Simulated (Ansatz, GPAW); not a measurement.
## A script for NaCaF₃ (GLLB-SC)

These are simulated results from GPAW 26.7.0, not measurements. The cell was built from a prototype and was relaxed with r2SCAN in plane waves (Ansatz 0.2.0). It may be hypothetical. All runs are without spin polarisation.

It is cubic, Pm-3m (No. 221); a = 4.381 Å in the conventional setting, 16.81 Å³ an atom. Na has 12 F at 3.10 Å; Ca has 6 F at 2.19 Å; F has 2 Ca at 2.19 Å and 4 Na at 3.10 Å.

GLLB-SC is a model potential. Its fundamental gap is the Kohn-Sham gap plus a derivative discontinuity, which the script evaluates at the band edges among the listed k points. Its total energy isn't variational and serves nothing here.

run.py reads:

```python
import json
from ase import Atoms
from gpaw import GPAW, PW, FermiDirac

atoms = Atoms(['Na', 'Ca', 'F', 'F', 'F'],
              cell=[[4.38056511, 0.0, 0.0], [0.0, 4.38056511, 0.0], [0.0, 0.0, 4.38056511]],
              scaled_positions=[[0.0, 0.0, 0.0], [0.5, 0.5, 0.5], [0.5, 0.5, 0.0], [0.5, 0.0, 0.5], [0.0, 0.5, 0.5]],
              pbc=True)
calc = GPAW(mode=PW(400), xc='GLLBSC', kpts={'size': (4, 4, 4), 'gamma': True},
            occupations=FermiDirac(0.02), maxiter=100, legacy_gpaw=True, txt='gpaw.txt')
atoms.calc = calc
res = {'energy': atoms.get_potential_energy(force_consistent=True)}
res['electrons'] = calc.get_number_of_electrons()
res['k'] = calc.get_ibz_k_points().tolist()
res['levels'] = [calc.get_eigenvalues(kpt=i).tolist() for i in range(len(res['k']))]
points = [[0.0, 0.0, 0.0], [0.0, 0.5, 0.0], [0.5, 0.5, 0.0], [0.5, 0.5, 0.5]]
bands = calc.fixed_density(kpts=points, symmetry='off', nbands=round(res['electrons']) // 2 + 6, convergence={'bands': -2}, txt='bands.txt')
res['points'] = [bands.get_eigenvalues(kpt=i).tolist() for i in range(len(points))]
homo, lumo = bands.get_homo_lumo()
potential = calc.hamiltonian.xc.response.calculate_discontinuity_potential(homo, lumo)
res['discontinuity'] = bands.hamiltonian.xc.response.calculate_discontinuity(potential)
json.dump(res, open('results.json', 'w'))
print('free energy (eV):', round(res['energy'], 5))
```

Command: `python run.py`. It took 16 s on 1 thread of AMD EPYC 7R43 64-Core Processor (Zen 3) (shared host), peak memory 0.17 GiB.

The log gpaw.txt, trimmed of paths, versions and times, then the last line on the terminal. An iter line gives the energy in eV and the logarithms of the changes of orbitals (plane waves alone) and density (c: converged):

```
___ ___ ___ _ _ _
 |   |   |_  | | | |

 | | | | | . | | | |

 |__ |  _|___|_____|  26.7.0
 |___|_|

Input parameters:
  kpts: {gamma: True,
         size: (4, 4, 4)}
  maxiter: 100
  mode: {ecut: 400.0,
         name: pw}
  occupations: {fixmagmom: False,
                name: fermi-dirac,
                width: 0.02}
  xc: GLLBSC

System changes: positions, numbers, cell, pbc, initial_charges, initial_magmoms

Initialize ...

species:
  Na:
    name:    Sodium
    Z:       11.0
    valence: 7
    core:    4
    charge:  0.0  # [|e|]
    compensation charges:
      type: gauss
      rc: 0.37  # [Å]
      lmax: 2
    cutoffs:
      filter: 2.17  # [Å]
      core: 2.51  # [Å]
    projectors
    | kind |    occ | energy [eV] | rcut [Å] |

    |------|--------|-------------|----------|

    |   3s |  1.000 |      -3.912 |    1.201 |

    |   2p |  6.000 |     -30.109 |    1.217 |

    |   3p |  0.000 |      -2.230 |    1.217 |

    |    s |        |      23.299 |    1.201 |

    |    d |        |       0.000 |    1.238 |

    Using partial waves for Na as LCAO basis

  Ca:
    name:    Calcium
    Z:       20.0
    valence: 10
    core:    10
    charge:  0.0  # [|e|]
    compensation charges:
      type: gauss
      rc: 0.37  # [Å]
      lmax: 2
    cutoffs:
      filter: 2.10  # [Å]
      core: 1.17  # [Å]
    projectors
    | kind |    occ | energy [eV] | rcut [Å] |

    |------|--------|-------------|----------|

    |   3s |  2.000 |     -47.199 |    1.175 |

    |   4s |  2.000 |      -5.401 |    1.175 |

    |   3p |  6.000 |     -27.958 |    1.154 |

    |    p |        |      -0.747 |    1.154 |

    |    d |        |       0.000 |    0.937 |

    Using partial waves for Ca as LCAO basis

  F:
    name:    Fluorine
    Z:       9.0
    valence: 7
    core:    2
    charge:  0.0  # [|e|]
    compensation charges:
      type: gauss
      rc: 0.20  # [Å]
      lmax: 2
    cutoffs:
      filter: 1.14  # [Å]
      core: 0.74  # [Å]
    projectors
    | kind |    occ | energy [eV] | rcut [Å] |

    |------|--------|-------------|----------|

    |   2s |  2.000 |     -36.122 |    0.635 |

    |   2p |  5.000 |     -16.598 |    0.635 |

    |    s |        |      -8.911 |    0.635 |

    |    p |        |      10.613 |    0.635 |

    |    d |        |       0.000 |    0.635 |

    Using partial waves for F as LCAO basis

Reference energy: -31011.041888  # eV

Spin-paired calculation

Convergence criteria:
 Maximum [total energy] change in last 3 cyles: 0.0005 eV / valence electron
 Maximum integral of absolute [dens]ity change: 0.0001 electrons / valence electron
 Maximum integral of absolute [eigenst]ate change: 4e-08 eV^2 / valence electron
 Maximum number of scf [iter]ations: 100
 (Square brackets indicate name in SCF output, whereas a 'c' in
 the SCF output indicates the quantity has converged.)

Symmetries present (total): 48

  ( 1  0  0)  ( 1  0  0)  ( 1  0  0)  ( 1  0  0)  ( 1  0  0)  ( 1  0  0)
  ( 0  1  0)  ( 0  1  0)  ( 0  0  1)  ( 0  0  1)  ( 0  0 -1)  ( 0  0 -1)
  ( 0  0  1)  ( 0  0 -1)  ( 0  1  0)  ( 0 -1  0)  ( 0  1  0)  ( 0 -1  0)

  ( 1  0  0)  ( 1  0  0)  ( 0  1  0)  ( 0  1  0)  ( 0  1  0)  ( 0  1  0)
[... 23 lines left out ...]
  (-1  0  0)  (-1  0  0)  (-1  0  0)  (-1  0  0)  (-1  0  0)  (-1  0  0)
  ( 0  0  1)  ( 0  0  1)  ( 0  0 -1)  ( 0  0 -1)  ( 0 -1  0)  ( 0 -1  0)
  ( 0  1  0)  ( 0 -1  0)  ( 0  1  0)  ( 0 -1  0)  ( 0  0  1)  ( 0  0 -1)

64 k-points: 4 x 4 x 4 Monkhorst-Pack grid + [1/8,1/8,1/8]
10 k-points in the irreducible part of the Brillouin zone
       k-points in crystal coordinates                weights
   0:     0.00000000    0.00000000    0.00000000          1/64
   1:     0.25000000    0.00000000    0.00000000          6/64
   2:     0.25000000    0.25000000    0.00000000         12/64
   3:     0.25000000    0.25000000    0.25000000          8/64
   4:     0.50000000    0.00000000    0.00000000          3/64
   5:     0.50000000    0.25000000    0.00000000         12/64
   6:     0.50000000    0.25000000    0.25000000         12/64
   7:     0.50000000    0.50000000    0.00000000          3/64
   8:     0.50000000    0.50000000    0.25000000          6/64
   9:     0.50000000    0.50000000    0.50000000          1/64

Wave functions: Plane wave expansion
  Cutoff energy: 400.000 eV
  Number of coefficients (min, max): 1510, 1568
  Pulay-stress correction: 0.000000 eV/Ang^3 (de/decut=0.000000)
  Using FFTW library
  ScaLapack parameters: grid=1x1, blocksize=None
  Wavefunction extrapolation:
    Improved wavefunction reuse through dual PAW basis

Occupation numbers: Fermi-Dirac:
  width: 0.0200  # eV

Eigensolver
   Davidson(niter=2)

Densities:
  Coarse grid: 21*21*21 grid
  Fine grid: 42*42*42 grid
  Total Charge: 0.000000

Density mixing:
  Method: separate
  Backend: msr1
  Linear mixing parameter: 0.05
  old densities: 10
  Width of damping distribution: 1.1
  Damping of long wavelength oscillations: 20

Hamiltonian:
  XC and Coulomb potentials evaluated on a 42*42*42 grid
  Using the GLLBSC Exchange-Correlation functional
  External potential:
    NoExternalPotential

XC parameters: GLLBSC functional being used consists of
  -----------------------------------------------------------------------
  | Weight | Module     | Description                                   |

  -----------------------------------------------------------------------
  |  1.000 | SCREENING  | GGA_X_PBE_SOL with 2 nearest neighbor stencil |

  |  1.000 | RESPONSE   | eps=0.0500 eV                                 |

  |  1.000 | XC         | GGA_C_PBE_SOL with 2 nearest neighbor stencil |

  -----------------------------------------------------------------------

Memory estimate:
  Process memory now: 115.01 MiB
  Calculator: 17.11 MiB
    Density: 5.69 MiB
      Arrays: 1.84 MiB
      Localized functions: 2.44 MiB
      Mixer: 1.41 MiB
    Hamiltonian: 1.27 MiB
      Arrays: 1.20 MiB
      XC: 0.00 MiB
      Poisson: 0.00 MiB
      vbar: 0.07 MiB
    Wavefunctions: 10.15 MiB
      Arrays psit_nG: 5.74 MiB
      Eigensolver: 0.78 MiB
      Projections: 0.24 MiB
      Projectors: 2.80 MiB
      PW-descriptor: 0.59 MiB

Total number of cores used: 1

Number of atoms: 5
Number of atomic orbitals: 24
Number of bands in calculation: 24
Number of valence electrons: 38
Bands to converge: occupied

... initialized

Initializing position-dependent things.

Density initialized from atomic densities
Creating initial wave functions:
  24 bands from LCAO basis set

    .----------.
   /|          |

  / |          |

 *  |          |

 |F |   Ca     |

 |  .----------.
 | /  F       /
 |/     F    /
 Na---------*
Positions:
   0 Na     0.000000    0.000000    0.000000    ( 0.0000,  0.0000,  0.0000)
   1 Ca     2.190283    2.190283    2.190283    ( 0.0000,  0.0000,  0.0000)
   2 F      2.190283    2.190283    0.000000    ( 0.0000,  0.0000,  0.0000)
   3 F      2.190283    0.000000    2.190283    ( 0.0000,  0.0000,  0.0000)
   4 F      0.000000    2.190283    2.190283    ( 0.0000,  0.0000,  0.0000)

Unit cell:
           periodic     x           y           z      points  spacing
  1. axis:    yes    4.380565    0.000000    0.000000    21     0.2086
  2. axis:    yes    0.000000    4.380565    0.000000    21     0.2086
  3. axis:    yes    0.000000    0.000000    4.380565    21     0.2086

  Lengths:   4.380565   4.380565   4.380565
  Angles:   90.000000  90.000000  90.000000

Effective grid spacing dv^(1/3) = 0.2086

iter:   1   -29.525686
iter:   2   -29.908106   -1.11  -1.13
iter:   3   -21.549302   -0.50  -1.14
iter:   4   -21.672383   -2.30  -1.38
iter:   5   -22.387323   -1.13  -1.53
iter:   6   -21.335164   -2.14  -1.78
iter:   7   -20.997731   -2.10  -2.50
iter:   8   -21.312092   -2.83  -2.42
iter:   9   -21.341435   -3.68  -2.97
iter:  10   -21.318999   -4.91  -3.45
iter:  11   -21.330414   -5.23  -3.76
iter:  12   -21.329175c  -6.73  -4.08c
iter:  13   -21.324951c  -6.34  -4.07c
iter:  14   -21.324085c  -7.00  -5.05c
iter:  15   -21.324961c  -8.06c -4.97c

Converged after 15 iterations.

Energy contributions relative to reference atoms: (reference = -31011.041888)

Kinetic:        +26.125214
Potential:      -16.084260
External:        +0.000000
XC:             -31.118799
Entropy (-ST):   -0.000000
Local:           -0.247115
SIC:             +0.000000
--------------------------
Free energy:    -21.324961
Extrapolated:   -21.324961

GLLBSC response reference energy: -5.52082 eV (from HOMO)

Showing only first 2 kpts
 Kpt  Band  Eigenvalues  Occupancy
  0    17     -5.60798    2.00000
  0    18     -5.60798    2.00000
  0    19      2.61083    0.00000
  0    20     10.48720    0.00000

  1    17     -5.59153    2.00000
  1    18     -5.59153    2.00000
  1    19      3.27244    0.00000
  1    20      6.87666    0.00000

Fermi level: -4.30452

Gap: 8.132 eV
Transition (v -> c):
  (s=0, k=7, n=18, [0.50, 0.50, 0.00]) -> (s=0, k=0, n=19, [0.00, 0.00, 0.00])
Direct/indirect transitions are different
Direct gap: 8.219 eV
Transition at: (s=0, k=0, n=18, [0.00, 0.00, 0.00])

free energy (eV): -21.32496
```

The gap in the log is over the mesh alone; results.json adds the listed points. GLLB-SC gives a gap of 11.66 eV (8.132 eV Kohn-Sham over the listed points plus 3.524 eV discontinuity). On the same cell, plane-wave PBE (Ansatz, 6×6×6 k points and the special points) gives a gap of 5.10 eV and r2SCAN a gap of 5.93 eV; on shared hosts these took about 2.1 and 5.2 core-seconds on the 5-atom cell, against 16 for the script. Semilocal gaps usually lie below measured ones.
